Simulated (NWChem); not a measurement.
# TPSSh/STO-3G run of TiO2 (titanium dioxide)

What is the vertical ionisation energy of TiO2 (titanium dioxide) at TPSSh/STO-3G? 

The calculation is run with NWChem 7.3.0.

3 further runs of the same task are left out: 3 that didn't finish.

## Step 1: The system as given

The species is TiO2 (3 atoms), meant as a singlet with charge 0. SMILES: `[O]=[Ti]=[O]`. The shape is that of a PBE0-D4/def2-TZVP optimisation.

Bond lengths: O1–Ti2 1.628 Å, Ti2–O3 1.628 Å. Angles: O1–Ti2–O3 111.8°.

## Step 2: A single-point energy at TPSSh/STO-3G

File o2ti.nw:

```
START o2ti
memory total 2200 mb
charge 0

GEOMETRY units angstroms noautosym nocenter noautoz
O     0.921000    0.928800    0.444600
Ti    0.135000   -0.492000    0.331600
O    -1.056100   -0.436800   -0.776200
END

BASIS spherical bse
* library STO-3G
END

DFT
xc xctpssh
grid fine
convergence energy 1e-08
maxiter 100
mulliken
noprint "final vectors analysis"
END

TASK dft energy
```

Launch:

```bash
$ nwchem o2ti.nw > o2ti.out
```

Output, shortened:

```text
[...]
          Wavefunction type:  closed shell.
          No. of atoms     :     3
          No. of electrons :    38
[...]
          Charge           :     0
          Spin multiplicity:     1
[...]
          AO basis - number of functions:    28
[...]
              XC Information
              --------------
                  TPSS hybrid Method XC Functional
                     Hartree-Fock (Exact) Exchange  0.100
                  TPSS metaGGA Exchange Functional  0.900
             TPSS03 metaGGA Correlation Functional  1.000
[...]
 d= 0,ls=0.0,diis     1   -988.4675001948 -1.12D+03  2.41D-01  3.23D+00     0.4
[...]
 d= 0,ls=0.0,diis    11   -989.1321371589 -2.31D-09  1.14D-06  1.31D-10     2.5
         Total DFT energy =     -989.132137158920
      One electron energy =    -1609.566898348652
           Coulomb energy =      552.524852819751
    Exchange-Corr. energy =      -59.100019839778
 Nuclear repulsion energy =      127.009928209759
[...]
      Total Density - Mulliken Population Analysis
     ---------------------------------------------
    Atom       Charge   Shell Charges
 -----------   ------   -------------------------------------------------------
    1 O    8     8.22   2.00  1.89  4.33
    2 Ti  22    21.55   2.00  2.00  5.99  2.01  5.87  0.46  0.89  2.34
    3 O    8     8.22   2.00  1.89  4.33
[...]
```

It took 3.3 s on 1 thread of Intel Xeon 6975P-C (Granite Rapids), shared host; peak memory 0.11 GiB.

## Step 3: The doublet cation

File input.nw:

```
start input
memory stack 880 mb heap 220 mb global 1100 mb
charge 1
geometry units angstroms noautosym nocenter noautoz
O        0.921000       0.928800       0.444600
Ti       0.135000      -0.492000       0.331600
O       -1.056100      -0.436800      -0.776200
end
basis spherical bse
* library STO-3G
end
dft
xc xctpssh
mult 2
grid fine
convergence energy 1e-08
iterations 100
mulliken
noprint "final vectors analysis"
end
task dft
```

Launch:

```bash
$ nwchem input.nw > input.out
```

Output, shortened:

```text
[...]
          Wavefunction type:  spin polarized.
          No. of atoms     :     3
          No. of electrons :    37
[...]
          Charge           :     1
          Spin multiplicity:     2
[...]
          AO basis - number of functions:    28
[...]
              XC Information
              --------------
                  TPSS hybrid Method XC Functional
                     Hartree-Fock (Exact) Exchange  0.100
                  TPSS metaGGA Exchange Functional  0.900
             TPSS03 metaGGA Correlation Functional  1.000
[...]
 d= 0,ls=0.0,diis     1   -988.5653868863 -1.12D+03  1.06D-01  4.19D-01     0.4
[...]
 d= 0,ls=0.0,diis    12   -988.9120500479 -6.81D-09  6.58D-07  6.74D-11     3.2
[...]
         Total DFT energy =     -988.912050047853
      One electron energy =    -1595.675213881716
           Coulomb energy =      538.352680157394
    Exchange-Corr. energy =      -58.599444533290
 Nuclear repulsion energy =      127.009928209759
[...]
      Total Density - Mulliken Population Analysis
     ---------------------------------------------
    Atom       Charge   Shell Charges
 -----------   ------   -------------------------------------------------------
    1 O    8     8.03   2.00  1.91  4.12
    2 Ti  22    20.95   2.00  2.00  5.99  2.02  5.88  0.22  0.58  2.26
    3 O    8     8.03   2.00  1.91  4.12
[...]
      <S2> =      0.7709 (Exact =     0.7500)
[...]
```

It took 3.9 s on 1 thread of Intel Xeon 6975P-C (Granite Rapids), shared host; peak memory 0.11 GiB.

## Step 4: Summary of results

Level: TPSSh/STO-3G.

| quantity | value |
| --- | --- |
| singlet TiO2: total energy | -989.13214 Eh |
| singlet TiO2: dipole moment | 4.80 D |
| doublet cation: total energy | -988.91205 Eh |
| doublet cation: ⟨S²⟩ | 0.771 |
| vertical ionisation energy (to the doublet cation) | 5.989 eV |

In words: The vertical ionisation energy comes to 5.99 eV (578 kJ/mol). In a minimal basis such a difference can be off by several eV, whatever the method. Mulliken charges (singlet TiO2) run from -0.22 on O1 to +0.45 on Ti2. Mulliken charges (doublet cation) run from -0.03 on O1 to +1.05 on Ti2.
